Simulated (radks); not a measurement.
# The first electron to leave Ge

One table from this session's results is given with a row withheld; the runs are named, their logs left out.

The numbers are computed with radks (a radial shooting solver on a logarithmic mesh, Libxc functionals) version 1 (Dirac Kohn-Sham, relativistic LDA (MacDonald-Vosko exchange, VWN5 correlation), spin-unpolarised, spherical densities, finite nucleus), except any that are marked as measured or tabulated.

1 further run of the same task is left out (set aside as unsound or not needed).

## The system

| Item | Value |
| --- | --- |
| element | germanium (Z = 32) |
| charge | 0 |
| electrons | 32 |
| configuration | [Ar] 3d10 4s2 4p(1/2: 2, 3/2: 0) |
| nuclear rms radius | 4.0742 fm |

A shell typed twice in an input gives the lower j, then the higher j.

The first run:

Input:

```text
Z 32
configuration [Ar] 3d10 4s2 4p2 4p0
relativity Dirac
functional lda_x_rel,vwn5
spin unpolarised
j_filling energy
nucleus finite rms 4.0742 fm
c 137.035999084
```

Among the steps run: The parent, Ge.

One table of the session follows, with a row left open; its other results are not shown here.

It belongs to the step «The parent, Ge». Sizes of the orbitals, from the radial functions (bohr):

```
level     <r>  outermost maximum (interpolated)  90 % within  nodes
3s1/2  0.6261                             0.544        0.937      2
3p1/2  0.6410                             0.538        0.987      1
3p3/2       ?                                 ?            ?      ?
3d3/2  0.7340                             0.500         1.25      0
3d5/2  0.7394                             0.503         1.26      0
4s1/2   2.112                              1.73         3.20      3
4p1/2   2.851                              2.17         4.51      2
4p3/2   2.911                              2.22         4.61      2
```

**Question.** Estimate the row for 3p3/2.

**Answer.** <r>: 0.6518; outermost maximum (interpolated): 0.546; 90 % within: 1.00; nodes: 1. In the column «<r>» it lies between 3p1/2 (0.6410) and 3d3/2 (0.7340).

Caveats from the session: Spin polarisation and multiplet splitting are left out, so open shells lie too high by an amount that depends on their filling.
